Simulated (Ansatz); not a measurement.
Born–Oppenheimer molecular dynamics of a periodic cell of 30 atoms, BaTiO₃ (surface BaTiO3(110)). It starts from a relaxed structure.

Level of theory: DFT PBE, scalar-relativistic, plane waves, PAW in Ansatz. Settings: PAW set soft_1, cutoff 420 eV, k mesh 2x2x1, fermi-dirac smearing 0.05 eV, no spin polarisation.

```yaml
ensemble: NVT, Nosé–Hoover chain
time_step: 1 fs
steps_asked: 100
set_temperature: 700 K
thermostat: time constant 3 fs, chain length 1
atoms_held: 1, 2, 3, 4, 5, 16, 17, 18, 19, 20
seed: 502894
```

First frame:

```xyz
30
Lattice="5.6677 0.0000 0.0000 0.0000 8.0154 0.0000 0.0000 0.0000 19.0846" Properties=species:S:1:pos:R:3
Ba 2.834 2.004 1.000
Ti 0.000 0.000 1.000
O 1.417 0.000 2.417
O 4.251 0.000 2.417
O 0.000 2.004 1.000
Ba 0.000 2.004 4.217
Ti 2.834 0.000 4.199
O 4.209 0.000 5.316
O 1.459 0.000 5.316
O 2.834 2.004 3.674
Ba 2.834 2.004 7.638
Ti 0.000 0.000 7.200
O 1.365 0.000 8.321
O 4.303 0.000 8.321
O 0.000 2.004 6.815
Ba 2.834 6.011 1.000
Ti 0.000 4.008 1.000
O 1.417 4.008 2.417
O 4.251 4.008 2.417
O 0.000 6.011 1.000
Ba 0.000 6.011 4.217
Ti 2.834 4.008 4.199
O 4.209 4.008 5.316
O 1.459 4.008 5.316
O 2.834 6.011 3.674
Ba 2.834 6.011 7.638
Ti 0.000 4.008 7.200
O 1.365 4.008 8.321
O 4.303 4.008 8.321
O 0.000 6.011 6.815
```

(1) What does the run give?

(2) What happens to the structure?

(3) How do temperature and energy run in time?

Results:

(1) The run went to its last step.

* steps done: 100
* time covered: 100 fs
* mean temperature over the second half: 704 K
* spread of the potential energy over the second half: 6.4 meV per atom
* mean potential energy of the second half above the start: 70.7 meV per atom

The conserved energy stayed within 0.14 meV per atom of its start (net change 0.064 meV per atom), so the integration is sound. A run of 0.1 ps of so small a system gives no equilibrium averages. Limits of this set-up: coarse k mesh, thin slab, slab without dipole correction, a typed lattice constant that wasn't relaxed here.

(2) Mean squared displacements from the first frame to the last: Ba 0.05 Å², Ti 0.03 Å², O 0.05 Å². The details hang on the random start.

(3) 
| time (fs) | T (K) | potential energy less start (eV) | conserved less start (meV/atom) |
| --- | --- | --- | --- |
| 0 | 700 | 0.000 | 0.00 |
| 3 | 670 | 0.093 | 0.01 |
| 6 | 637 | 0.338 | 0.04 |
| 9 | 677 | 0.668 | 0.07 |
| 12 | 764 | 1.019 | 0.08 |
| 15 | 758 | 1.333 | 0.08 |
| 18 | 664 | 1.586 | 0.08 |
| 21 | 637 | 1.802 | 0.07 |
| 24 | 718 | 2.014 | 0.08 |
| 27 | 779 | 2.235 | 0.09 |
| 30 | 712 | 2.418 | 0.11 |
| 33 | 663 | 2.481 | 0.12 |
| 36 | 724 | 2.393 | 0.10 |
| 39 | 762 | 2.247 | 0.05 |
| 42 | 661 | 2.208 | 0.02 |
| 45 | 578 | 2.331 | 0.04 |
| 48 | 660 | 2.522 | 0.10 |
| 51 | 874 | 2.613 | 0.13 |
| 54 | 829 | 2.507 | 0.10 |
| 57 | 600 | 2.328 | 0.06 |
| 60 | 556 | 2.171 | 0.04 |
| 63 | 713 | 2.057 | 0.04 |
| 66 | 838 | 2.025 | 0.05 |
| 69 | 685 | 2.086 | 0.06 |
| 72 | 567 | 2.164 | 0.07 |
| 75 | 669 | 2.193 | 0.08 |
| 78 | 871 | 2.149 | 0.08 |
| 81 | 770 | 2.066 | 0.06 |
| 84 | 570 | 1.999 | 0.04 |
| 87 | 574 | 1.960 | 0.04 |
| 90 | 773 | 1.946 | 0.05 |
| 93 | 856 | 1.957 | 0.07 |
| 96 | 660 | 1.956 | 0.07 |
| 99 | 572 | 1.901 | 0.07 |

The run took 14 min on 4 threads of Arm Neoverse V2, on a shared host, peak memory 2.9 GiB.
